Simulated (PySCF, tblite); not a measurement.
# C5H3N3: geometry, infrared bands and NMR shifts

Aim: predict the infrared bands and NMR shifts of C5H3N3 (`C#Cc1ccnnn1`).

Computed with tblite 0.8.0 and PySCF 2.14.0, with density-fitted response routines of our own, on a single molecule in the gas phase. Atoms are numbered from 0 throughout.

## (1) Starting geometry

11 atoms, charge 0, multiplicity 1; geometry from: force field or distance geometry start.

Bonds of the start (Å): C0–C1 1.21, C1–C2 1.42, C2–C3 1.37, C3–C4 1.37, C4–N5 1.35, N5–N6 1.31, N6–N7 1.31, N7–C2 1.34, C0–H8 1.06, C3–H9 1.08, C4–H10 1.08.

## (2) Geometry optimisation with GFN2-xTB

The job: settings as JSON, then the geometry in Å.

```
{"job": {"kind": "relax", "xc": "GFN2-xTB", "basis": "xTB"}, "charge": 0, "multiplicity": 1}
C      2.915200    -0.225700    -0.291800
C      1.702100    -0.235700    -0.238700
C      0.289900    -0.266900    -0.153200
C     -0.422400     0.763100     0.411300
C     -1.774100     0.570400     0.411100
N     -2.363000    -0.515900    -0.134900
N     -1.604900    -1.443900    -0.669700
N     -0.294400    -1.347300    -0.689100
H      3.975200    -0.222000    -0.350700
H      0.040200     1.627400     0.854800
H     -2.458300     1.299200     0.825000
```

The run is started by

```sh
$ OMP_NUM_THREADS=1 python probes_run.py task.json out
```

This one command runs all jobs of the session in turn.

**Question.** This job is followed by: GFN2-xTB harmonic vibrations, gas phase; GIAO PBE0/pcSseg-1 NMR shielding, non-relativistic, gas phase. What will the session give for the following? strongest single infrared mode (GFN2-xTB); zero-point energy (GFN2-xTB); 13C shifts against TMS (PBE0/pcSseg-1); 1H shifts against TMS (PBE0/pcSseg-1); 15N shifts against NH3 (PBE0/pcSseg-1).

As calculated:

| quantity | value |
| --- | --- |
| strongest single infrared mode (GFN2-xTB) | 1497 cm⁻¹, 138 km/mol |
| zero-point energy (GFN2-xTB) | 43.6 kcal/mol |
| 13C shifts against TMS (PBE0/pcSseg-1) | 152.4, 148.7, 127.4, 98.1, 85.1 ppm |
| 1H shifts against TMS (PBE0/pcSseg-1) | 9.24, 7.39, 3.42 ppm |
| 15N shifts against NH3 (PBE0/pcSseg-1) | 537.1, 447.0, 437.2 ppm |

In words: Over 12 steps the energy fell by 0.106 eV; of the close pairs, N6–N7 changed most, 1.314 to 1.282 Å. No mode is imaginary among the 27: a minimum at this level. The strongest single mode, at 1497 cm⁻¹, is carried by C3, C4, C2. GFN2-xTB is a fitted tight-binding method: band positions and strengths are rough. Its intensities can rank the bands wrongly. At PBE0/pcSseg-1: Shielding is most anisotropic at N6 (span 973 ppm, paramagnetic term -579 ppm). NICS(1)zz of -26 ppm above the planar ring from C2 marks a diatropic (aromatic) ring current.
